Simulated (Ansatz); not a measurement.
# V2N3: the cost of one run

Program: Ansatz 0.2.0. Level of theory: DFT PBEsol, scalar-relativistic, plane waves, PAW. These are calculated values, not measurements.

2 further runs of the same task are left out: 2 set aside as unsound or not needed.

## 1. The starting structure

It takes space group P-3m1 (No. 164, trigonal). Conventional cell: a = 2.780 Å, b = 2.780 Å, c = 6.196 Å, α = 90.00°, β = 90.00°, γ = 120.00°. Around V (site symmetry 3m) lie 6 N at 2.01 to 2.02 Å. N (site symmetry -3m) is surrounded by 6 V at 2.02 Å. Around N (site symmetry 3m) lie 1 N at 1.33 Å.

Structure file:

```cif
data_structure
_symmetry_space_group_name_H-M 'P-3m1'
_symmetry_Int_Tables_number 164
_cell_length_a 2.7798
_cell_length_b 2.7798
_cell_length_c 6.1964
_cell_angle_alpha 90.000
_cell_angle_beta 90.000
_cell_angle_gamma 120.000
_cell_volume 41.47
loop_
_atom_site_label
_atom_site_type_symbol
_atom_site_symmetry_multiplicity
_atom_site_Wyckoff_symbol
_atom_site_fract_x
_atom_site_fract_y
_atom_site_fract_z
_atom_site_occupancy
V1 V 2 d 0.66667 0.33333 0.30212 1
N1 N 1 b 0.00000 0.00000 0.50000 1
N2 N 2 c 0.00000 0.00000 0.10744 1
```

It goes back to an entry of the Materials Project, which need not be the stable form.

This cell was relaxed beforehand with the same method: volume 8.29 Å³/atom, gap on the mesh none (metal).

## 2. The reference cell

The reference gives a free energy of -6910.8536 eV, pressure 0.06 GPa, largest force 0.017 eV/Å and gap on the mesh none (metal). It was computed beforehand with the settings of the runs below.

## 3. Next: moving one atom along a line

Atom 1 (V) is moved by x along the Cartesian unit vector (1.000, 0.000, 0.000); the cell and all other atoms stay fixed. Forces below are components along that vector, summed over the moved atoms. In a periodic cell its images move with it.

## 4. x = -0.200 Å

input.yaml

```yaml
crystal:
  lattice:
    - [2.7797869938, 0.0, 0.0]
    - [-1.3898934969, 2.4073661537, 0.0]
    - [0.0, 0.0, 6.1963538749]
  atoms:
    - { symbol: V, position: [0.5947187079, 0.3333333333, 0.302115518] }
    - { symbol: V, position: [0.3333333333, 0.6666666667, 0.697884482] }
    - { symbol: "N", position: [0.0, 0.0, 0.5] }
    - { symbol: "N", position: [0.0, 0.0, 0.1074399115] }
    - { symbol: "N", position: [0.0, 0.0, 0.8925600885] }
basis:
  ecutwfc: 420
kpoints:
  mp_grid: { grid: [18, 18, 8] }
hamiltonian:
  xc: pbesol
scf:
  occupations: { method: gaussian, width: 0.15 }
output:
  forces: true
  stress: true
  eigenvalues: true
```

Command:

```sh
$ ansatz run input.yaml --threads 1 --pin off --max-ram 2560MiB --backend cpu --events-out ev --progress --plain --runs-dir out
```

Q: Estimate wall time and peak memory on 1 thread of Oxide Virtual Turin-like (Zen 5), shared host.

About 76 s, with a peak of 1.3 GiB.
